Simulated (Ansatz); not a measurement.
# As₂H₂ (quintet): the correlation ladder, cc-pVDZ

How much of the correlation energy of As₂H₂ (quintet) does each wave-function method recover here?

Program: Ansatz 0.2.0, Gaussian basis. Level of theory: cc-pVDZ, core rule «outside noble gas», up to 28 orbitals frozen. These are calculated values, not measurements.

To be run: UHF; CCSD(T) on ROHF; CCSD(T) on UHF; BCCD(T) on ROHF; CISD as a restricted active space (open shells left free, so some higher excitations enter); CCSDT(Q) on ROHF; CCSDT(Q) on UHF; CASSCF and MRCISD+Q, 12 electrons in 10 orbitals; CASSCF and NEVPT2, 12 electrons in 10 orbitals.

20 further runs of the same task are left out: 6 that didn't finish, 14 set aside as unsound or not needed. Runs told in other sessions of the task aren't counted.

## Step 1: The system

The geometry is a PBE0/def2-TZVP stationary point (not a proven minimum) of the parent state, kept for this charge and spin. No spin-orbit coupling is included. The filled d shell of As may be among the frozen orbitals whatever the setting's name suggests.

4 atoms, charge 0, spin multiplicity 5.

Atoms are counted from 1 here; the program's logs count them from 0.

Bond lengths: As1–As2 2.411 Å, As1–H3 1.530 Å, As2–H4 1.530 Å. Angles: As2–As1–H3 92.6°, As1–As2–H4 92.6°.

In the tables R marks a restricted open-shell determinant and U an unrestricted one; 'valence' is the active space of 12 electrons in 10 orbitals; energies count from the table's Hartree-Fock row.

## Step 2: UHF

Input file in.yaml:

```yaml
crystal:
  periodic: [false, false, false]
  atoms:
    - {symbol: As, position_ang: [0.014278, -0.034459, 1.204926]}
    - {symbol: As, position_ang: [0.014281, 0.034458, -1.204926]}
    - {symbol: H, position_ang: [-1.061382, 1.049446, 1.305639]}
    - {symbol: H, position_ang: [-1.061448, -1.049378, -1.305639]}
basis:
  gaussian: {orbitals: cc-pVDZ}
magnetization: {spin_polarized: true, initial_magnetization: 4}
hamiltonian: {xc: hf}
output: {orbitals: {seedname: orbitals}}
```

Launch:

```
> ansatz run in.yaml --threads 1 --pin off --events-out ev --progress --plain --max-ram 2393MiB
```

The log of the run:

```text
Functional definition: HF
  name "HF"
  cite "Fock, Z. Phys. 61, 126 (1930) doi:10.1007/BF01340294"
  parent pbe
  exchange = exact_x
  correlation = 0
746 factors; integrals over basis functions are off by at most 1.1e-3 eV
mean field evaluation 1: about -121616.0400 eV, gradient 7.5e0 eV
mean field evaluation 2: about -121616.0439 eV, gradient 7.5e0 eV
mean field evaluation 4: about -121616.9602 eV, gradient 1.1e0 eV
mean field evaluation 8: about -121616.9930 eV, gradient 1.5e-3 eV
mean field -121616.99305799 eV, -4469.3420599224 hartree, gradient 2.5e-5 eV, S^2 6.024583; 0 other end points of the search recorded, 0 dependent functions left out
reference -121616.99305799 eV, -4469.3420599224 hartree; 36, 32 occupied and 28, 32 virtual orbitals, 746 factors
Total energy: -121616.99305799 eV, -4469.3420599224 hartree
```

Wall time 1.7 s (1 thread of Intel Xeon Platinum 8488C, shared host).

From the report: ⟨S²⟩ of the determinant 6.025 (pure quintet: 6.00).

## Step 3: CCSD(T) on ROHF

Edit in.yaml of step 2 so:

```diff
@@ -9,4 +9,4 @@
   gaussian: {orbitals: cc-pVDZ}
-magnetization: {spin_polarized: true, initial_magnetization: 4}
-hamiltonian: {xc: hf}
-output: {orbitals: {seedname: orbitals}}
+magnetization: {spin_polarized: false, initial_magnetization: 4}
+correlation: {method: ccsd_t, electrons: outside_noble_gas}
+output: {forces: true}
```

The command is unchanged.

The log of the run (excerpt; [...] marks lines left out):

```text
Functional definition: HF
  name "HF"
  cite "Fock, Z. Phys. 61, 126 (1930) doi:10.1007/BF01340294"
  parent pbe
[...]
746 factors; integrals over basis functions are off by at most 1.1e-3 eV
[...]
mean field -121616.77759841 eV, -4469.3341419290 hartree, gradient 1.8e-6 eV, S^2 6.000000; 2 other end points of the search recorded, 0 dependent functions left out
determinant -121616.77759841 eV, -4469.3341419290 hartree, with singles and doubles -121622.47577134 eV, -4469.5435459216 hartree
determinant -121614.23654485 eV, -4469.2407599329 hartree, with singles and doubles -121620.42432225 eV, -4469.4681565582 hartree
determinant -121614.21075838 eV, -4469.2398122976 hartree, with singles and doubles -121620.33361206 eV, -4469.4648230201 hartree
28 core orbitals not correlated: weight in the atoms' cores, before any rotation towards them, 1.000 or more for the frozen orbitals, at most 0.000 for the correlated occupied ones
reference -121616.77759841 eV, -4469.3341419290 hartree; 8, 4 occupied and 28, 32 virtual orbitals, 746 factors
second order -4.61635715 eV of doubles, -0.11383452 eV of singles
cycle   1  -5.69818105 eV  change   -8.1e-6 eV  update   6.9e-4
[...]
cycle  10  -5.69820480 eV  change   -7.5e-7 eV  update   6.1e-7
perturbative correction -0.14552425 eV, -0.0053479176 hartree
[...]
Total energy: -121622.62132747 eV, -4469.5488950108 hartree
Atom 0 at     0.014278    -0.034459     1.204926 Å, force    -0.022104    -0.239130     6.237887 eV/Å
Atom 1 at     0.014281     0.034458    -1.204926 Å, force    -0.022085     0.239131    -6.237887 eV/Å
Atom 2 at    -1.061382     1.049446     1.305639 Å, force     0.022097     0.064727     0.010791 eV/Å
Atom 3 at    -1.061448    -1.049378    -1.305639 Å, force     0.022092    -0.064728    -0.010791 eV/Å
Dipole moment:    -0.026957     0.000001    -0.000000 e Å
```

Wall time 8.5 s (1 thread of Intel Xeon Platinum 8488C, shared host).

From the report: correlation -5.8437 eV; T1 0.020; largest double amplitude 0.03.

## Step 4: CCSD(T) on UHF

Edit in.yaml of step 3 so:

```diff
@@ -9,3 +9,3 @@
   gaussian: {orbitals: cc-pVDZ}
-magnetization: {spin_polarized: false, initial_magnetization: 4}
+magnetization: {spin_polarized: true, initial_magnetization: 4}
 correlation: {method: ccsd_t, electrons: outside_noble_gas}
```

Same command.

The log of the run (excerpt; [...] marks lines left out):

```text
Functional definition: HF
  name "HF"
  cite "Fock, Z. Phys. 61, 126 (1930) doi:10.1007/BF01340294"
  parent pbe
[...]
746 factors; integrals over basis functions are off by at most 1.1e-3 eV
[...]
mean field -121616.99305799 eV, -4469.3420599224 hartree, gradient 2.1e-6 eV, S^2 6.024583; 2 other end points of the search recorded, 0 dependent functions left out
determinant -121616.99305799 eV, -4469.3420599224 hartree, with singles and doubles -121622.49676219 eV, -4469.5443173212 hartree
determinant -121614.49987703 eV, -4469.2504372120 hartree, with singles and doubles -121620.44192616 eV, -4469.4688034899 hartree
determinant -121614.48801458 eV, -4469.2500012750 hartree, with singles and doubles -121620.34837768 eV, -4469.4653656468 hartree
28 core orbitals not correlated: weight in the atoms' cores, before any rotation towards them, 1.000 or more for the frozen orbitals, at most 0.000 for the correlated occupied ones
reference -121616.99305799 eV, -4469.3420599224 hartree; 8, 4 occupied and 28, 32 virtual orbitals, 746 factors
second order -4.50474372 eV of doubles, -0.00000000 eV of singles
cycle   1  -5.50372511 eV  change   -2.1e-5 eV  update   9.0e-4
[...]
cycle  10  -5.50387785 eV  change   -1.0e-6 eV  update   6.7e-7
perturbative correction -0.14135206 eV, -0.0051945924 hartree
[...]
Total energy: -121622.63828790 eV, -4469.5495182950 hartree
Atom 0 at     0.014278    -0.034459     1.204926 Å, force    -0.022676    -0.238571     6.244981 eV/Å
Atom 1 at     0.014281     0.034458    -1.204926 Å, force    -0.022657     0.238572    -6.244981 eV/Å
Atom 2 at    -1.061382     1.049446     1.305639 Å, force     0.022669     0.064089     0.010872 eV/Å
Atom 3 at    -1.061448    -1.049378    -1.305639 Å, force     0.022665    -0.064090    -0.010872 eV/Å
Dipole moment:    -0.026965     0.000001    -0.000000 e Å
```

Wall time 9 s (1 thread of Intel Xeon Platinum 8488C, shared host).

From the report: ⟨S²⟩ of the determinant 6.025 (pure quintet: 6.00); correlation -5.6452 eV; T1 0.015; largest double amplitude 0.03.

## Step 5: BCCD(T) on ROHF

Edit in.yaml of step 4 so:

```diff
@@ -9,4 +9,3 @@
   gaussian: {orbitals: cc-pVDZ}
-magnetization: {spin_polarized: true, initial_magnetization: 4}
-correlation: {method: ccsd_t, electrons: outside_noble_gas}
-output: {forces: true}
+magnetization: {spin_polarized: false, initial_magnetization: 4}
+correlation: {method: bccd_t, electrons: outside_noble_gas}
```

The command is unchanged.

The log of the run (excerpt; [...] marks lines left out):

```text
Functional definition: HF
  name "HF"
  cite "Fock, Z. Phys. 61, 126 (1930) doi:10.1007/BF01340294"
  parent pbe
[...]
746 factors; integrals over basis functions are off by at most 1.1e-3 eV
[...]
mean field -121616.77759841 eV, -4469.3341419290 hartree, gradient 1.8e-6 eV, S^2 6.000000; 2 other end points of the search recorded, 0 dependent functions left out
determinant -121616.77759841 eV, -4469.3341419290 hartree, with singles and doubles -121622.47577134 eV, -4469.5435459216 hartree
determinant -121614.23654485 eV, -4469.2407599329 hartree, with singles and doubles -121620.42432225 eV, -4469.4681565582 hartree
determinant -121614.21075838 eV, -4469.2398122976 hartree, with singles and doubles -121620.33361206 eV, -4469.4648230201 hartree
28 core orbitals not correlated: weight in the atoms' cores, before any rotation towards them, 1.000 or more for the frozen orbitals, at most 0.000 for the correlated occupied ones
reference -121616.77759841 eV, -4469.3341419290 hartree; 8, 4 occupied and 28, 32 virtual orbitals, 746 factors
second order -4.61635715 eV of doubles, -0.11383452 eV of singles
cycle   1  -5.69798534 eV  change    1.9e-4 eV  update   3.2e-3
[...]
cycle   9  -5.69586147 eV  change    4.0e-6 eV  update   7.6e-6
perturbative correction -0.14829682 eV, -0.0054498075 hartree
Total energy: -121622.62175670 eV, -4469.5489107848 hartree
```

Wall time 5.5 s (1 thread of Intel Xeon Platinum 8488C, shared host).

From the report: correlation -5.8442 eV; largest double amplitude 0.03.

## Step 6: CISD as a restricted active space (open shells left free, so some higher excitations enter)

Edit in.yaml of step 5 so:

```diff
@@ -10,2 +10,2 @@
 magnetization: {spin_polarized: false, initial_magnetization: 4}
-correlation: {method: bccd_t, electrons: outside_noble_gas}
+correlation: {active_space: {ras: {orbitals: [4, 4, 28], electrons: 12, max_holes: 2, max_particles: 2}, fixed_orbitals: true}}
```

Same command.

The log of the run:

```text
Functional definition: HF
  name "HF"
  cite "Fock, Z. Phys. 61, 126 (1930) doi:10.1007/BF01340294"
  parent pbe
  exchange = exact_x
  correlation = 0
746 factors; integrals over basis functions are off by at most 1.1e-3 eV
mean field evaluation 1: about -121615.8760 eV, gradient 8.8e0 eV
mean field evaluation 2: about -121615.8801 eV, gradient 8.8e0 eV
mean field evaluation 4: about -121616.7682 eV, gradient 1.0e0 eV
mean field evaluation 8: about -121616.7776 eV, gradient 7.3e-4 eV
mean field -121616.77759841 eV, -4469.3341419290 hartree, gradient 1.8e-6 eV, S^2 6.000000; 0 other end points of the search recorded, 0 dependent functions left out
reference -121616.77759841 eV, -4469.3341419290 hartree; 36, 32 occupied and 28, 32 virtual orbitals, 746 factors
state -121622.06375034 eV, -4469.5284044292 hartree
Total energy: -121622.06375034 eV, -4469.5284044292 hartree
```

It took 7 s on 1 thread of Intel Xeon Platinum 8488C, shared host.

From the report: 168,393 determinants.

## Step 7: CCSDT(Q) on ROHF

Edit in.yaml of step 6 so:

```diff
@@ -10,2 +10,2 @@
 magnetization: {spin_polarized: false, initial_magnetization: 4}
-correlation: {active_space: {ras: {orbitals: [4, 4, 28], electrons: 12, max_holes: 2, max_particles: 2}, fixed_orbitals: true}}
+correlation: {method: ccsdt_q, electrons: outside_noble_gas}
```

The command is unchanged.

The log of the run (excerpt; [...] marks lines left out):

```text
Functional definition: HF
  name "HF"
  cite "Fock, Z. Phys. 61, 126 (1930) doi:10.1007/BF01340294"
  parent pbe
[...]
1291 factors; integrals over basis functions are off by at most 1.3e-7 eV
[...]
mean field -121616.77775138 eV, -4469.3341475506 hartree, gradient 3.7e-6 eV, S^2 6.000000; 2 other end points of the search recorded, 0 dependent functions left out
[...]
determinant -121616.77775138 eV, -4469.3341475506 hartree, with singles and doubles -121622.47592820 eV, -4469.5435516864 hartree
determinant -121614.23681117 eV, -4469.2407697201 hartree, with singles and doubles -121620.42456988 eV, -4469.4681656583 hartree
determinant -121614.21102400 eV, -4469.2398220592 hartree, with singles and doubles -121620.33393707 eV, -4469.4648349640 hartree
28 core orbitals not correlated: weight in the atoms' cores, before any rotation towards them, 1.000 or more for the frozen orbitals, at most 0.000 for the correlated occupied ones
reference -121616.77775138 eV, -4469.3341475506 hartree; 8, 4 occupied and 28, 32 virtual orbitals, 1291 factors
second order -4.61637134 eV of doubles, -0.11383423 eV of singles
cycle   1  -5.43879191 eV  change   -7.1e-1 eV  update   7.5e-2
[...]
cycle  18  -5.87151548 eV  change   -8.1e-7 eV  update   8.9e-7
perturbative correction -0.00819229 eV, -0.0003010611 hartree
Total energy: -121622.65745915 eV, -4469.5502228257 hartree
```

Wall time 21 s (1 thread of Intel Xeon Platinum 8488C, shared host); peak memory 0.36 GiB.

From the report: correlation -5.8797 eV; T1 0.020; largest double amplitude 0.05.

## Step 8: CCSDT(Q) on UHF

Edit in.yaml of step 7 so:

```diff
@@ -9,3 +9,3 @@
   gaussian: {orbitals: cc-pVDZ}
-magnetization: {spin_polarized: false, initial_magnetization: 4}
+magnetization: {spin_polarized: true, initial_magnetization: 4}
 correlation: {method: ccsdt_q, electrons: outside_noble_gas}
```

Same command.

The log of the run (excerpt; [...] marks lines left out):

```text
Functional definition: HF
  name "HF"
  cite "Fock, Z. Phys. 61, 126 (1930) doi:10.1007/BF01340294"
  parent pbe
[...]
1291 factors; integrals over basis functions are off by at most 1.3e-7 eV
[...]
mean field -121616.99321109 eV, -4469.3420655488 hartree, gradient 1.8e-6 eV, S^2 6.024583; 2 other end points of the search recorded, 0 dependent functions left out
determinant -121616.99321109 eV, -4469.3420655488 hartree, with singles and doubles -121622.49691968 eV, -4469.5443231088 hartree
determinant -121614.50014381 eV, -4469.2504470162 hartree, with singles and doubles -121620.44217316 eV, -4469.4688125670 hartree
determinant -121614.48827605 eV, -4469.2500108840 hartree, with singles and doubles -121620.34862344 eV, -4469.4653746783 hartree
28 core orbitals not correlated: weight in the atoms' cores, before any rotation towards them, 1.000 or more for the frozen orbitals, at most 0.000 for the correlated occupied ones
reference -121616.99321109 eV, -4469.3420655488 hartree; 8, 4 occupied and 28, 32 virtual orbitals, 1291 factors
second order -4.50475498 eV of doubles, -0.00000000 eV of singles
cycle   1  -5.21835684 eV  change   -7.1e-1 eV  update   7.7e-2
[...]
cycle  20  -5.67336642 eV  change    6.3e-7 eV  update   8.3e-7
perturbative correction -0.00805210 eV, -0.0002959093 hartree
Total energy: -121622.67462962 eV, -4469.5508538287 hartree
```

Run time: 19 s. Hardware: 1 thread of Intel Xeon Platinum 8488C, shared host; peak memory 0.32 GiB.

From the report: ⟨S²⟩ of the determinant 6.025 (pure quintet: 6.00); correlation -5.6814 eV; T1 0.017; largest double amplitude 0.05.

## Step 9: CASSCF and MRCISD+Q, 12 electrons in 10 orbitals

Edit in.yaml of step 8 so:

```diff
@@ -9,3 +9,3 @@
   gaussian: {orbitals: cc-pVDZ}
-magnetization: {spin_polarized: true, initial_magnetization: 4}
-correlation: {method: ccsdt_q, electrons: outside_noble_gas}
+magnetization: {spin_polarized: false, initial_magnetization: 4}
+correlation: {method: fic_mrcisd_q, electrons: outside_noble_gas, active_space: {window: {electrons: 12, orbitals: 10}, shells: [{species: As, l: s, shell: 4}, {species: As, l: p, shell: 4}, {species: H, l: s, shell: 1}]}}
```

The command is unchanged.

The log of the run (excerpt; [...] marks lines left out):

```text
Functional definition: HF
  name "HF"
  cite "Fock, Z. Phys. 61, 126 (1930) doi:10.1007/BF01340294"
  parent pbe
[...]
1291 factors; integrals over basis functions are off by at most 1.3e-7 eV
[...]
mean field -121616.77775138 eV, -4469.3341475506 hartree, gradient 3.7e-6 eV, S^2 6.000000; 0 other end points of the search recorded, 0 dependent functions left out
reference -121616.77775138 eV, -4469.3341475506 hartree; 36, 32 occupied and 28, 32 virtual orbitals, 1291 factors
state -121617.94935174 eV, -4469.3772030697 hartree
contracted CI cycle   1: correlation 0.00000000 eV, 0.0000000000 hartree, residual 1.51e1 eV
contracted CI cycle   2: correlation -4.16897086 eV, -0.1532068533 hartree, residual 2.72e0 eV
contracted CI cycle   3: correlation -4.30169543 eV, -0.1580843911 hartree, residual 4.74e-1 eV
contracted CI cycle   4: correlation -4.30588271 eV, -0.1582382710 hartree, residual 1.07e-1 eV
contracted CI cycle   5: correlation -4.30609108 eV, -0.1582459283 hartree, residual 2.47e-2 eV
contracted CI cycle   6: correlation -4.30610201 eV, -0.1582463303 hartree, residual 5.60e-3 eV
contracted CI cycle   7: correlation -4.30610257 eV, -0.1582463506 hartree, residual 1.30e-3 eV
contracted CI cycle   8: correlation -4.30610260 eV, -0.1582463517 hartree, residual 2.90e-4 eV
state -121617.94935174 eV, -4469.3772030697 hartree; corrected -121622.64433908 eV, -4469.5497406720 hartree
Total energy: -121622.64433908 eV, -4469.5497406720 hartree
Checks for a lower state left out: starts, orbital_swaps
```

Run time: 10 s. Hardware: 1 thread of Intel Xeon Platinum 8488C, shared host; peak memory 0.58 GiB.

From the report: 4,750 determinants; active occupations 1.99, 1.99, 1.97, 1.97, 1.01, 1.00, 1.00, 1.00, 0.04, 0.03.

## Step 10: CASSCF and NEVPT2, 12 electrons in 10 orbitals

Input file in.yaml:

```yaml
crystal:
  periodic: [false, false, false]
  atoms:
    - {symbol: As, position_ang: [0.014278, -0.034459, 1.204926]}
    - {symbol: As, position_ang: [0.014281, 0.034458, -1.204926]}
    - {symbol: H, position_ang: [-1.061382, 1.049446, 1.305639]}
    - {symbol: H, position_ang: [-1.061448, -1.049378, -1.305639]}
basis:
  gaussian: {orbitals: cc-pVDZ}
magnetization: {spin_polarized: false, initial_magnetization: 4}
correlation: {method: sc_nevpt2, electrons: outside_noble_gas, active_space: {window: {electrons: 12, orbitals: 10}, shells: [{species: As, l: s, shell: 4}, {species: As, l: p, shell: 4}, {species: H, l: s, shell: 1}]}}
```

Launched as before.

The log of the run:

```text
Functional definition: HF
  name "HF"
  cite "Fock, Z. Phys. 61, 126 (1930) doi:10.1007/BF01340294"
  parent pbe
  exchange = exact_x
  correlation = 0
1291 factors; integrals over basis functions are off by at most 1.3e-7 eV
mean field evaluation 1: about -121615.8308 eV, gradient 8.8e0 eV
mean field evaluation 2: about -121615.8826 eV, gradient 8.8e0 eV
mean field evaluation 4: about -121616.7682 eV, gradient 1.0e0 eV
mean field evaluation 8: about -121616.7778 eV, gradient 9.3e-4 eV
mean field -121616.77775138 eV, -4469.3341475506 hartree, gradient 3.7e-6 eV, S^2 6.000000; 0 other end points of the search recorded, 0 dependent functions left out
reference -121616.77775138 eV, -4469.3341475506 hartree; 36, 32 occupied and 28, 32 virtual orbitals, 1291 factors
state -121617.94935174 eV, -4469.3772030697 hartree
state -121617.94935174 eV, -4469.3772030697 hartree; corrected -121621.57481298 eV, -4469.5104363129 hartree
Total energy: -121621.57481298 eV, -4469.5104363129 hartree
Checks for a lower state left out: starts, orbital_swaps
```

Wall time 7.5 s (1 thread of Intel Xeon Platinum 8488C, shared host); peak memory 0.29 GiB.

From the report: 4,750 determinants; active occupations 1.99, 1.99, 1.97, 1.97, 1.01, 1.00, 1.00, 1.00, 0.04, 0.03.

## Step 11: How many determinants matter

Natural occupations of the CASSCF valence state about the gap (report; correlated orbitals 3 to 10): 1.968, 1.967, 1.006, 1.002, 1.001, 0.999, 0.038, 0.034. The count of effectively unpaired electrons, Σ n²(2 − n)², is 4.02; a single determinant of this spin has 4.

## Step 12: The ladder

The yardstick is UCCSDT(Q), where the cluster series has nearly closed. Rows without a time are mean-field rows or come out of runs for another level: lower rungs of the coupled-cluster runs, CASSCF and MRCISD of the multireference runs, or the Hartree-Fock search. The times of RCCSD(T), UCCSD(T) include forces.

Differences are taken before rounding.

| method | energy from the lowest ROHF (meV) | from UCCSDT(Q) (meV) | time |
| --- | --- | --- | --- |
| ROHF | 0.0 | +5897.0 |  |
| UHF | -215.5 | +5681.6 |  |
| RMP2 | -4730.2 | +1166.8 |  |
| UMP2 | -4720.2 | +1176.8 |  |
| CISD | -5286.2 | +610.9 | 7 s |
| RCCSD | -5698.2 | +198.8 |  |
| UCCSD | -5719.3 | +177.7 |  |
| RCCSD(T) | -5843.7 | +53.3 | 8.5 s |
| UCCSD(T) | -5860.7 | +36.3 | 9 s |
| BCCD(T) | -5844.2 | +52.9 | 5.5 s |
| RCCSDT | -5871.7 | +25.4 |  |
| UCCSDT | -5889.0 | +8.1 |  |
| RCCSDT(Q) | -5879.9 | +17.2 | 21 s |
| UCCSDT(Q) | -5897.0 | 0 | 19 s |
| CASSCF valence | -1171.8 | +4725.3 |  |
| NEVPT2 valence | -4797.2 | +1099.8 | 7.5 s |
| MRCISD valence | -5477.9 | +419.2 |  |
| MRCISD+Q valence | -5866.7 | +30.3 | 10 s |

Among the levels timed on like hardware and quicker than the yardstick, those that no quicker one beats, quickest first: BCCD(T) (5.5 s, +52.9 meV); UCCSD(T) (9 s, +36.3 meV); MRCISD+Q valence (10 s, +30.3 meV).

## Step 13: Outcome

| quantity | value |
| --- | --- |
| UCCSDT(Q) from the ROHF energy | -5.8970 eV |
| RMP2 from UCCSDT(Q) | +1166.8 meV |
| UMP2 from UCCSDT(Q) | +1176.8 meV |
| RCCSD from UCCSDT(Q) | +198.8 meV |
| RCCSD(T) from UCCSDT(Q) | +53.3 meV |
| UCCSD(T) from UCCSDT(Q) | +36.3 meV |
| RCCSDT(Q) from UCCSDT(Q) | +17.2 meV |
| NEVPT2 valence from UCCSDT(Q) | +1099.8 meV |
| MRCISD+Q valence from UCCSDT(Q) | +30.3 meV |
| levels within 1 kcal/mol (43 meV) | UCCSD(T), RCCSDT, UCCSDT, RCCSDT(Q), MRCISD+Q valence |
| T1 diagnostic | 0.020 |
| effectively unpaired electrons | 4.02 |

RCCSD(T) lands +53.3 meV from the yardstick (0.9 % of the correlation energy). One determinant dominates. Of the multireference levels listed MRCISD+Q valence comes nearest in total energy (+30.3 meV), which doesn't show that its space is the better one. These misses are within one basis, not against nature; the frozen cores of restricted and unrestricted runs differ, which can shift their rows.

With open shells the CI space here admits some higher excitations, so it is larger than plain CISD.

MRCISD+Q valence reaches 30.3 meV from the reference in 10 s, where UCCSDT(Q) took 19 s; the quickest level in the cost chart, BCCD(T), takes 5.5 s and misses by 52.9 meV.
